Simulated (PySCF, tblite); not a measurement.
# C₇H₁₆AlP: infrared bands and NMR shifts

What infrared bands and NMR shifts should C₇H₁₆AlP (`CC1=C[P@+]1(C)[Al-]([CH3])([CH3])[CH3]`) show?

Programs: tblite 0.8.0 and PySCF 2.14.0, with density-fitted response routines of our own. Each step states its level of theory. These are calculated values for one molecule in the gas phase, unless marked as measured. Atoms are numbered from 0 throughout.

## Step 1: Starting geometry

25 atoms, charge 0, multiplicity 1; geometry from: GFN2-xTB.

Bonds of the start (Å): C0–C1 1.47, C1–C2 1.31, C2–P3 1.83, P3–C4 1.86, P3–Al5 2.60, Al5–C6 2.00, Al5–C7 2.01, Al5–C8 2.00, P3–C1 1.84, C0–H9 1.09, C0–H10 1.09, C0–H11 1.09, C2–H12 1.07, C4–H13 1.09, C4–H14 1.09, C4–H15 1.09, C6–H16 1.10, C6–H17 1.10, C6–H18 1.09, C7–H19 1.10, C7–H20 1.10, C7–H21 1.10, C8–H22 1.10, C8–H23 1.10, C8–H24 1.10.

## Step 2: Harmonic vibrations with GFN2-xTB

The job: settings as JSON, then the geometry in Å.

```
{"job": {"kind": "ir", "xc": "GFN2-xTB", "basis": "xTB"}, "charge": 0, "multiplicity": 1}
C      1.702229    -1.803899    -1.013593
C      1.610539    -0.340742    -1.058700
C      1.988186     0.763031    -1.654384
P      0.806528     1.130829    -0.303291
C      1.874881     1.453631     1.183854
Al    -1.480665     0.036982     0.286922
C     -2.151358     1.691743     1.191549
C     -0.885551    -1.461696     1.486185
C     -1.959087    -0.328298    -1.623128
H      0.699957    -2.229998    -0.990442
H      2.214707    -2.115123    -0.103195
H      2.247683    -2.183261    -1.877285
H      2.562859     1.190531    -2.445008
H      1.991346     2.527588     1.324652
H      1.372780     1.048025     2.061134
H      2.855612     0.995308     1.073817
H     -2.154395     2.560904     0.523144
H     -1.538775     1.973264     2.056925
H     -3.173972     1.600596     1.572275
H      0.170872    -1.460143     1.777231
H     -1.088091    -2.456125     1.072200
H     -1.451653    -1.409258     2.424025
H     -1.245079    -0.940878    -2.184702
H     -2.926960    -0.831445    -1.722912
H     -2.053529     0.612577    -2.178221
```

**Question.** This job is followed by: GIAO PBE0/pcSseg-1 NMR shielding, non-relativistic, gas phase. Predict these results of the whole session: strongest single infrared mode (GFN2-xTB); zero-point energy (GFN2-xTB); 13C shifts against TMS (PBE0/pcSseg-1, means over atoms taken as alike); 1H shifts against TMS (PBE0/pcSseg-1, means over atoms taken as alike); 31P shifts against H3PO4 (PBE0/pcSseg-1); 27Al shifts against AlH4- (PBE0/pcSseg-1).

The runs gave:

```
                                                               quantity                               value
                              strongest single infrared mode (GFN2-xTB)                616 cm⁻¹, 331 km/mol
                                           zero-point energy (GFN2-xTB)                      123.3 kcal/mol
13C shifts against TMS (PBE0/pcSseg-1, means over atoms taken as alike)  150.4, 117.4, 21.7, 15.4, -5.7 ppm
 1H shifts against TMS (PBE0/pcSseg-1, means over atoms taken as alike)         7.55, 2.71, 0.89, -0.38 ppm
                               31P shifts against H3PO4 (PBE0/pcSseg-1)                          -227.1 ppm
                              27Al shifts against AlH4- (PBE0/pcSseg-1)                           132.9 ppm
```

What this shows: The lowest mode is imaginary (23i cm⁻¹), so the xTB geometry is not a minimum. The strongest single mode, at 616 cm⁻¹, has its largest shares on Al5, H23 and H18 (the list is cut at 3 atoms). GFN2-xTB is a fitted tight-binding method: band positions and strengths are rough. Its intensities can rank the bands wrongly. H12 (hydrogen on an alkene CH) lies farthest downfield among hydrogen, at 7.55 ppm; olefinic region. At PBE0/pcSseg-1: The largest span, 751 ppm, is at P3, where the paramagnetic term is -425 ppm.
